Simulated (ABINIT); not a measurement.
A run of ABINIT 10.8.3 (patched build) is set up as follows.

The input run.abi:

```
# Pseudopotentials
pp_dirpath "./"
pseudos "C.upf"

# Structure
acell 3*1.0 Angstrom
rprim
     0.0000000000     1.7793030400     1.7793030400
     1.7793030400     0.0000000000     1.7793030400
     1.7793030400     1.7793030400     0.0000000000
ntypat 1
znucl 6
natom 2
typat 1 1
xred
     0.7500000000     0.7500000000     0.7500000000
     0.5000000000     0.5000000000     0.5000000000
chkprim 0
chksymtnons 0
tolsym 1.0e-6

# Plane-wave basis
ecut 41.0

# k points
kptopt 1
ngkpt 10 10 10
nshiftk 1
shiftk 0.0 0.0 0.0

# Exchange and correlation
ixc -116133

# Bands and occupations
nband 8
occopt 3
tsmear 0.00183747

# SCF cycle
nstep 100
tolvrs 1.0e-10

# Output
iomode 3
prtwf 0
prteig 0
prtebands 0
enunit 1
prtden 1
prtvha 1
prtvclmb 1
prtpot 1
prtelf 1
```

Potentials or basis: PseudoDojo NC SR PBEsol v0.4.1 standard.

Command:

```console
$ mpirun --bind-to none -np 4 abinit run.abi > log 2>&1
```

**Question.** Estimate the pressure.

**Answer.** -0.2 GPa.

**Question.** Estimate the band gap on the k mesh.

**Answer.** 4.09 eV, indirect (least direct gap 5.58 eV).

A k mesh can miss the band edges.
